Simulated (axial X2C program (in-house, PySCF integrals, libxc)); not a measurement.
# A two-component session on ReN⁺: properties at the nuclei

Aim: properties at the nuclei of ReN⁺, with spin–orbit coupling in the Hamiltonian from the start.

Program: an in-house X2C program for linear molecules on PySCF integrals. Level of theory: two-component X2C with atomic mean-field terms, Re dyall-cv3z, N dyall-av3z. These are calculated values, not measurements.

## 1. The job

task.json

```json
{
 "zs": [
  75,
  7
 ],
 "q": 1,
 "bas": [
  "dyall-cv3z",
  "dyall-av3z"
 ],
 "r0": 1.79,
 "levels": [
  "PBE0",
  "HF",
  "TPSSh",
  "BHandHLYP",
  "r2SCAN"
 ],
 "nst": 3
}
```

Keys: zs atomic numbers; q charge; bas basis sets; r0 starting distance in Å; levels methods (HF also brings MP2); nst determinants followed.

Started as:

```bash
python soeom.py task.json out
```

The runs that follow: Expectation values, lowest determinant; Expectation values, a higher determinant; Expectation values, a higher determinant.

Before running it: what results should come out? Wanted: lowest determinant; Eeff magnitude; Ws magnitude Re; A∥/gI Re; qzz Re; higher determinant (for each run or level that gives them).

The runs gave:

```
                                        quantity                                                       value
                              lowest determinant  Ω = 3/2 (excess of +ω over −ω: ω = 1/2, ω = -3/2, ω = 5/2)
                    Eeff magnitude (GV/cm), PBE0                                                        13.1
                     Ws magnitude Re (kHz), PBE0                                                        8.23
                            A∥/gI Re (MHz), PBE0                                                        6230
                             qzz Re (a.u.), PBE0                                                       -1.93
                              higher determinant                     Ω = 1/2 (excess of +ω over −ω: ω = 1/2)
Eeff magnitude (GV/cm), PBE0, higher determinant                                                        5.29
 Ws magnitude Re (kHz), PBE0, higher determinant                                                        10.2
        A∥/gI Re (MHz), PBE0, higher determinant                                                       22300
         qzz Re (a.u.), PBE0, higher determinant                                                       -1.59
                              higher determinant                     Ω = 5/2 (excess of +ω over −ω: ω = 5/2)
Eeff magnitude (GV/cm), PBE0, higher determinant                                                         5.3
 Ws magnitude Re (kHz), PBE0, higher determinant                                                        2.29
        A∥/gI Re (MHz), PBE0, higher determinant                                                       -53.6
         qzz Re (a.u.), PBE0, higher determinant                                                        4.16
```

**Reading.** In the first state, the effective field runs from 10.1 to 24.5 GV/cm over the mean-field levels, so the levels don't agree on it. The expectation values come from single determinants, which for open shells can mix terms of unlike spin or miss the lowest Ω, so a determinant need not be a state. Eeff is the effective electric field on the electron dipole moment in this Ω state and Ws the scalar–pseudoscalar constant (defined with the proton number Z and per Ω); A∥ is the parallel hyperfine constant, which follows by multiplying with the nuclear g factor gI = μI/(I μN); qzz is the electric field gradient, eQq0 = 234.96 MHz × Q/barn × qzz. The operators were transformed with the bare-nucleus X2C matrices.
